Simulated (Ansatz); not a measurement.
This script makes an all-electron equation of state of NbRu, space group Pm-3m with the Ansatz DFT code, driven from Python.

The script, `eos_lapw_nbru.py`:
```python
'''All-electron equation of state of NbRu.'''

from dataclasses import dataclass

import ansatz as az
from ase.eos import EquationOfState
from ase.units import GPa
import numpy as np


@dataclass
class Settings:
    functional: str = 'pbesol'
    occupations: str = 'cold'
    width_ev: float = 0.05
    kgrid: tuple[int, ...] = (9, 9, 9)


settings = Settings()

vectors0 = np.array([
    [3.184, 0.0, 0.0],
    [0.0, 3.184, 0.0],
    [0.0, 0.0, 3.184],
])
sites = [
    ('Nb', [0.0, 0.0, 0.0]),
    ('Ru', [0.5, 0.5, 0.5]),
]


def make_crystal(cell):
    crystal = az.Crystal(lattice=az.Lattice.of(cell))
    for symbol, position in sites:
        crystal = crystal.atom(symbol, position)
    return crystal

volumes, energies = [], []
for scale in np.linspace(0.94, 1.06, 7):
    cell = vectors0 * scale ** (1 / 3)
    setup = (
        make_crystal(cell).calculation()
        .functional(settings.functional)
        .occupations(settings.occupations, width=settings.width_ev)
        .kpoints(*settings.kgrid)
        .pseudopotentials('all_electron', lapw=True)
    )
    summary = setup.run().report
    volumes.append(abs(np.linalg.det(cell)) / len(sites))
    energies.append(summary['free_energy_ev'] / len(sites))
    print(f'{scale:.3f} {volumes[-1]:9.4f} A^3/atom {energies[-1]:16.5f} eV/atom  (estimated basis error {1000 * summary["lapw_basis_errors"]["total_ev_per_atom"]:.2f} meV/atom)')
v0, e0, bulk = EquationOfState(volumes, energies, eos='birchmurnaghan').fit()
print(f'V0 = {v0:.4f} A^3/atom, B0 = {bulk / GPa:.1f} GPa')
```

Where does the minimum lie against the volume typed, and how stiff is the crystal?

A third-order Birch-Murnaghan fit through the 7 points has its minimum at 15.46 Å³ an atom, 4.2 % below the typed cell, with a bulk modulus of 257 GPa and dB/dP = 4.6. From that minimum the energy rises by 4.4 meV an atom on the compressed side and 117.4 meV on the expanded side. The window is off centre, so dB/dP is rough.

What the script printed:

```console
$ python eos_lapw_nbru.py
0.940   15.1711 A^3/atom    -113561.10375 eV/atom  (estimated basis error 0.06 meV/atom)
0.960   15.4939 A^3/atom    -113561.10806 eV/atom  (estimated basis error 0.06 meV/atom)
0.980   15.8167 A^3/atom    -113561.10167 eV/atom  (estimated basis error 0.06 meV/atom)
1.000   16.1395 A^3/atom    -113561.08576 eV/atom  (estimated basis error 0.06 meV/atom)
1.020   16.4623 A^3/atom    -113561.06136 eV/atom  (estimated basis error 0.06 meV/atom)
1.040   16.7850 A^3/atom    -113561.02942 eV/atom  (estimated basis error 0.06 meV/atom)
1.060   17.1078 A^3/atom    -113560.99076 eV/atom  (estimated basis error 0.06 meV/atom)
V0 = 15.4565 A^3/atom, B0 = 257.5 GPa
```

All-electron totals depend on functional, relativistic treatment and basis; only differences at equal settings carry meaning. For a metal this k-point mesh is coarse: on a finer one energies can move by several to tens of meV an atom and pressures by half a GPa or more, differences at one mesh by less. This is a high-temperature or high-pressure form, not the ambient phase. The structure is a deposited one; some such entries were measured under pressure or heat, so a shift against it needn't be the functional's error alone. Run time: 80 s on 1 thread of Intel(R) Xeon(R) Processor @ 2.30GHz, with other jobs on the host, peak memory 0.53 GiB.
